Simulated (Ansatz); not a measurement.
# C2H7AlOSi: the cost of one run

Method: RKS BLYP/def2-SVP, in Ansatz 0.2.0.

1 further run of the same task is left out (it didn't finish).

### 1 The structure to begin with

Bond lengths: C1–C2 1.303 Å, C2–Al3 1.949 Å, Al3–Si4 2.418 Å, Si4–O5 1.663 Å, C1–H6 1.053 Å, C1–H7 1.135 Å, C2–H8 1.075 Å, Al3–H9 1.555 Å, Si4–H10 1.433 Å, Si4–H11 1.549 Å, O5–H12 0.993 Å. Angles (14 of 16 angles, heavy atoms first): C1–C2–Al3 119.4°, C2–Al3–Si4 120.8°, Al3–Si4–O5 109.8°, C1–C2–H8 123.0°, Al3–C2–H8 117.5°, C2–C1–H6 127.6°, C2–C1–H7 117.7°, C2–Al3–H9 122.2°, Si4–Al3–H9 116.9°, Al3–Si4–H10 110.5°, Al3–Si4–H11 105.6°, O5–Si4–H10 113.4°, O5–Si4–H11 109.4°, Si4–O5–H12 108.1°.

Coordinates:

```xyz
12

C    -1.4822    1.3375   -0.3786
C    -1.1827    0.5203   -1.3477
Al    0.1237   -0.8935   -1.0398
Si    1.2694   -1.0801    1.0818
O     2.0679    0.3394    1.4163
H    -1.0924    1.3437    0.5996
H    -2.2412    2.1534   -0.5929
H    -1.5933    0.6106   -2.3371
H     0.5352   -1.8983   -2.1534
H     2.1251   -2.2301    1.0904
H     0.1592   -1.3081    2.1373
H     1.3883    1.0499    1.5581
```

### 2 Relaxing end A

File input.yaml:

```yaml
crystal:
  periodic: [false, false, false]
  atoms:
    - { symbol: C, position_ang: [-1.4822, 1.3375, -0.3786] }
    - { symbol: C, position_ang: [-1.1827, 0.5203, -1.3477] }
    - { symbol: Al, position_ang: [0.1237, -0.8935, -1.0398] }
    - { symbol: Si, position_ang: [1.2694, -1.0801, 1.0818] }
    - { symbol: O, position_ang: [2.0679, 0.3394, 1.4163] }
    - { symbol: H, position_ang: [-1.0924, 1.3437, 0.5996] }
    - { symbol: H, position_ang: [-2.2412, 2.1534, -0.5929] }
    - { symbol: H, position_ang: [-1.5933, 0.6106, -2.3371] }
    - { symbol: H, position_ang: [0.5352, -1.8983, -2.1534] }
    - { symbol: H, position_ang: [2.1251, -2.2301, 1.0904] }
    - { symbol: H, position_ang: [0.1592, -1.3081, 2.1373] }
    - { symbol: H, position_ang: [1.3883, 1.0499, 1.5581] }
basis:
  gaussian: { orbitals: def2-SVP }
hamiltonian:
  xc: blyp
relax:
  f_tol: 0.015
  max_steps: 40
```

Run with:

```console
> ansatz run input.yaml --threads 2 --pin off --max-ram 3072MiB --backend cpu --events-out ev --progress --plain --runs-dir out
```

Q: Estimate wall time and peak memory on 2 threads of Arm Neoverse V1, shared host.

About 51 s, with a peak of 0.15 GiB.
